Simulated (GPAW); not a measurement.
The system is HPbNO4.

```
CELL_PARAMETERS angstrom
3.85404 0.14384 0.09012
-0.25320 5.52698 0.16471
-0.48197 -1.92720 5.72025
ATOMIC_POSITIONS crystal
H 0.10913 0.65718 0.54463
Pb 0.61029 0.52127 0.15100
N 0.91580 0.96263 0.95867
O 0.01384 0.13639 0.88084
O 0.72398 0.01057 0.12858
O 0.00389 0.73732 0.87043
O 0.11927 0.59324 0.37651
```

The cell was built by a generator and needn't be a form met in nature.

Base run:

- Program: GPAW 26.7.0
- Functional: PBE
- Potentials or basis: GPAW PAW data sets (gpaw-data 1.2.1)
- Cutoff: 800 eV
- Basis: pw
- k mesh: 7 × 5 × 5
- Occupations: fermi-dirac, width 0.05 eV
- Spin: no spin polarisation

Its results: band gap on the k mesh 3.15 eV, indirect (least direct gap 3.24 eV); pressure -0.3 GPa; largest force 0.133 eV/Å.

Problem. The run is repeated on the same cell with these changes: spin from no spin polarisation to spin-orbit coupling, no magnetisation. What comes out?

Solution. Band gap on the k mesh 3.00 eV, indirect (least direct gap 3.15 eV); pressure -0.3 GPa; largest force 0.133 eV/Å.

Spin-orbit coupling splits the band edges, which narrows the gap.

Caveats: spin-orbit coupling is left out, which as a rule narrows the gap of such compounds by several tenths of an eV (some runs); spin-orbit coupling was added after a scalar SCF, so levels and gaps hold it while energy, forces, pressure and moments don't (some runs); this program's spin-orbit splittings come out too wide for heavy elements (some runs).

A k mesh can miss the band edges.
